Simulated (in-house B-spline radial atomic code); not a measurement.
**Excited states and polarisability of Co⁹⁺ by several methods**

An exercise on one series of results from a longer session: the logs are not shown, and one member is left open.

Method: linear response of a closed shell, each method with its own adiabatic kernel; non-relativistic; B-spline basis; no spin-orbit coupling, no double excitations; only terms of natural parity, (−1)^L, with L up to 3 are computed. Code: in-house B-spline radial atomic code version 1.

## The system

```
element       : cobalt (Z = 27)
charge        : +9
configuration : [Ne] 3s2 3p6
runs          : TDHF; BSE on G0W0@HF; LDA (VWN5); PBE; PBE0; B3LYP; CAM-B3LYP; LC-ωPBE; ωB97X; HSE06; BHandHLYP; BLYP; PBEsol; BP86; exchange-only LDA; B97-1; RPBE; OLYP
```

Outer shells as boxes (Hund's rule):

Co⁹⁺
```
[Ne] core
3s [↑↓]
3p [↑↓][↑↓][↑↓]
```

The first run:

The run's settings:

```ini
Z = 27
electrons = 18.0
configuration = [Ne] 3s2 3p6
hamiltonian = nr
method = hf
box_radius = 10.59
intervals = 51
```

Run with:

```
$ python run_td.py task.json out
```

task.json lists these runs, among others, and the program works through them in turn.

Steps of the session up to this table: TDHF.

One table of the session follows, with a row left open; its other results are not shown here.

It belongs to the step «TDHF». The states in eV; those that feel the box are left out:

```
   state  full (eV)  Tamm-Dancoff (eV)
3p→3d ³P     53.074             53.313
3p→3d ³F     54.700             55.446
3p→3d ¹F     60.274             60.402
3p→3d ¹P     76.129             79.357
3s→3d ³D     100.94             101.03
3s→3d ¹D     107.65             107.80
3p→4s ³P     137.66             137.70
3p→4s ¹P     139.22             139.27
3p→4p ³S     147.53             147.59
3p→4p ³D     150.49             150.52
3p→4p ¹D     151.50             151.52
3p→4p ¹S          ?                  ?
3p→4d ³P     169.61             169.62
3p→4d ³F     170.80             170.81
```

**Question.** Estimate the row for 3p→4p ¹S.

The run gave: full (eV): 156.66; Tamm-Dancoff (eV): 157.01. In the column «full (eV)» it lies between 3p→4p ¹D (151.50) and 3p→4d ³P (169.61).
